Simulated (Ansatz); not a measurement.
# La2HfO2: the cost of one run

Program: Ansatz 0.2.0. Level of theory: DFT PBE, scalar-relativistic, plane waves, PAW. These are calculated values, not measurements.

3 further runs of the same task are left out: 2 that didn't finish, 1 set aside as unsound or not needed.

**1. Starting point**

The structure is trigonal, space group P-3m1 (No. 164). Conventional cell: a = 4.287 Å, b = 4.287 Å, c = 7.074 Å, α = 90.00°, β = 90.00°, γ = 120.00°. La (site symmetry 3m) has 4 O at 2.63 to 2.75 Å as nearest neighbours. Around Hf (site symmetry -3m) lie 6 O at 3.01 Å. O (site symmetry 3m) is surrounded by 4 La at 2.63 to 2.75 Å and 3 Hf at 3.01 Å.

Coordinates:

```
La Hf O
1.0
     4.28729    0.00000    0.00000
    -2.14365    3.71291    0.00000
     0.00000    0.00000    7.07378
La Hf O
2 1 2
Direct
  0.66667 0.33333 0.36759
  0.33333 0.66667 0.63241
  0.00000 0.00000 0.00000
  0.66667 0.33333 0.75695
  0.33333 0.66667 0.24305
```

The cell is invented: species swapped into a database cell of MgAl2Ge2 (P-3m1, No. 164), with Hf on the Mg sites, La on the Al sites and O on the Ge sites. The dimensions are guesses.

**2. The guess as it stands, on a coarse mesh**

input.yaml reads:

```yaml
crystal:
  lattice:
    - [4.2872948, 0.0, 0.0]
    - [-2.1436474, 3.71290621, 0.0]
    - [0.0, 0.0, 7.07377501]
  atoms:
    - { symbol: La, position: [0.66666667, 0.33333333, 0.36758775] }
    - { symbol: La, position: [0.33333333, 0.66666667, 0.63241225] }
    - { symbol: Hf, position: [0.0, 0.0, 0.0] }
    - { symbol: O, position: [0.66666667, 0.33333333, 0.7569508] }
    - { symbol: O, position: [0.33333333, 0.66666667, 0.2430492] }
basis:
  ecutwfc: 420
kpoints:
  mp_grid: { grid: [6, 6, 4] }
hamiltonian:
  xc: pbe
scf:
  occupations: { method: gaussian, width: 0.1 }
  lower_state_search: "off"
output:
  forces: true
  stress: true
  eigenvalues: true
```

The run is started by

```console
$ ansatz run input.yaml --threads 1 --pin off --max-ram 2560MiB --backend cpu --events-out ev --progress --plain --runs-dir out
```

Q: Estimate wall time and peak memory on 1 thread of Arm Neoverse V2, shared host.

About 5.6 s, with a peak of 0.42 GiB.
